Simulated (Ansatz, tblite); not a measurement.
# Ga3N3 wurtzite hole sphere (Ga₃N₃H₁₂): rung by rung

How do method and basis change the picture of Ga3N3 wurtzite hole sphere (Ga₃N₃H₁₂) (singlet)?

Computed with Ansatz 0.2.0, Gaussian basis. Level: as each input shows.

The runs, in order: GFN1-xTB, GFN2-xTB, PBE-D4/def2-TZVP, r2SCAN-D4/def2-TZVP, HF/def2-TZVP, r2SCANh-D4/def2-TZVP, B2PLYP/def2-TZVP, PBE-D4/def2-SVP, PBE0-D4/def2-SVP, HF/STO-3G, HF/6-31G, B3LYP-D4/6-31G, PBE0-D4/def2-TZVPD, PBE-D4/def2-TZVPD, HF/def2-TZVPD, MP2/def2-TZVP, RPA/def2-TZVP.

3 further runs of the same task are left out: 1 that didn't finish, 2 set aside as unsound or not needed.

## Step 1: The geometry

The geometry is that of the singlet, from an earlier relaxation (PBE0-D4/def2-SVP).

18 atoms, charge 0, spin multiplicity 1.

Bond lengths: N1–Ga2 2.009 Å, N1–Ga4 2.009 Å, N1–H7 1.023 Å, N1–H8 1.022 Å, Ga2–N3 2.009 Å, Ga2–H9 1.581 Å, Ga2–H10 1.568 Å, N3–Ga6 2.009 Å, N3–H11 1.022 Å, N3–H12 1.023 Å, Ga4–N5 2.009 Å, Ga4–H13 1.581 Å, Ga4–H14 1.568 Å, N5–Ga6 2.009 Å, N5–H15 1.022 Å, N5–H16 1.023 Å, Ga6–H17 1.568 Å, Ga6–H18 1.581 Å. Angles: Ga2–N1–Ga4 120.9°, Ga2–N1–H7 105.2°, Ga2–N1–H8 110.1°, Ga4–N1–H7 105.2°, Ga4–N1–H8 110.1°, H7–N1–H8 103.7°, N1–Ga2–N3 101.6°, N1–Ga2–H9 106.5°, N1–Ga2–H10 108.0°, N3–Ga2–H9 106.5°, N3–Ga2–H10 108.0°, H9–Ga2–H10 124.1°, Ga2–N3–Ga6 120.9°, Ga2–N3–H11 110.1°, Ga2–N3–H12 105.2°, Ga6–N3–H11 110.1°, Ga6–N3–H12 105.2°, H11–N3–H12 103.7° and more.

PBE0-D4/def2-TZVP was run before; its log isn't repeated, and its numbers join the tables.

## Step 2: GFN1-xTB

Tight binding, by tblite at 300 K electronic temperature and without a spin-polarisation term:

```python
tblite.interface.Calculator('GFN1-xTB', numbers, positions, charge=0, uhf=0).singlepoint()
```

Energy -548.4016 eV, HOMO -11.03 eV, LUMO -4.39 eV; 0.012 s.

## Step 3: GFN2-xTB

Tight binding, by tblite at 300 K electronic temperature and without a spin-polarisation term:

```python
tblite.interface.Calculator('GFN2-xTB', numbers, positions, charge=0, uhf=0).singlepoint()
```

Energy -504.6917 eV, HOMO -11.41 eV, LUMO -4.22 eV; 0.008 s.

## Step 4: PBE-D4/def2-TZVP

start.molden holds the orbitals of an earlier run on this state, given as this run's starting guess.

in.yaml reads:

```yaml
crystal:
  periodic: [false, false, false]
  atoms:
    - {symbol: N, position_ang: [-0.005168, -1.797369, -0.298055]}
    - {symbol: Ga, position_ang: [-1.750006, -1.003983, 0.302568]}
    - {symbol: N, position_ang: [-1.554201, 0.902020, -0.300419]}
    - {symbol: Ga, position_ang: [1.745206, -1.013486, 0.298992]}
    - {symbol: N, position_ang: [1.558513, 0.893992, -0.302285]}
    - {symbol: Ga, position_ang: [0.005403, 2.018659, 0.295839]}
    - {symbol: H, position_ang: [-0.007374, -2.754824, 0.062643]}
    - {symbol: H, position_ang: [-0.006563, -1.920153, -1.312193]}
    - {symbol: H, position_ang: [-2.872807, -1.649126, -0.605084]}
    - {symbol: H, position_ang: [-1.772409, -1.015475, 1.870727]}
    - {symbol: H, position_ang: [-1.660408, 0.961431, -1.314689]}
    - {symbol: H, position_ang: [-2.382135, 1.383680, 0.059243]}
    - {symbol: H, position_ang: [2.862492, -1.663854, -0.611727]}
    - {symbol: H, position_ang: [1.771184, -1.026150, 1.867094]}
    - {symbol: H, position_ang: [1.664233, 0.953578, -1.316589]}
    - {symbol: H, position_ang: [2.389235, 1.371032, 0.057093]}
    - {symbol: H, position_ang: [0.006471, 2.050136, 1.863889]}
    - {symbol: H, position_ang: [0.008324, 3.309922, -0.617046]}
basis:
  gaussian: {orbitals: def2-TZVP, initial_orbitals: start.molden}
hamiltonian: {xc: pbe, dispersion: d4}
scf: {omitted_lower_state_checks: [starts]}
output: {orbitals: {seedname: orbitals}}
```

Command:

```console
> ansatz run in.yaml --threads 4 --pin off --events-out ev --progress --plain --max-ram 4787MiB
```

Further steps of the session: r2SCAN-D4/def2-TZVP; HF/def2-TZVP; r2SCANh-D4/def2-TZVP; B2PLYP/def2-TZVP; PBE-D4/def2-SVP; PBE0-D4/def2-SVP; HF/STO-3G; HF/6-31G; B3LYP-D4/6-31G; PBE0-D4/def2-TZVPD; PBE-D4/def2-TZVPD; HF/def2-TZVPD; MP2/def2-TZVP; RPA/def2-TZVP.

Q: Predict the results of all the runs planned. Wanted: gap in def2-TZVP, named functionals and Hartree-Fock, smallest and largest; correlation energy, MP2/def2-TZVP; binding an atom, functionals in def2-TZVP; PBE0 total energy, smallest basis above largest.

The runs gave:

| quantity | value |
| --- | --- |
| gap in def2-TZVP, named functionals and Hartree-Fock, smallest and largest | 5.65 eV (PBE-D4), 13.41 eV (HF) |
| correlation energy, MP2/def2-TZVP | -37.05 eV |
| binding an atom, functionals in def2-TZVP | 3.01 (PBE0-D4) to 3.04 eV (PBE-D4) |
| PBE0 total energy, smallest basis above largest | 25.37 eV (def2-SVP, def2-TZVPD) |

Over the named functionals and Hartree-Fock in def2-TZVP the gap runs from 5.65 eV (PBE-D4) to 13.41 eV (HF); exact exchange widens it.
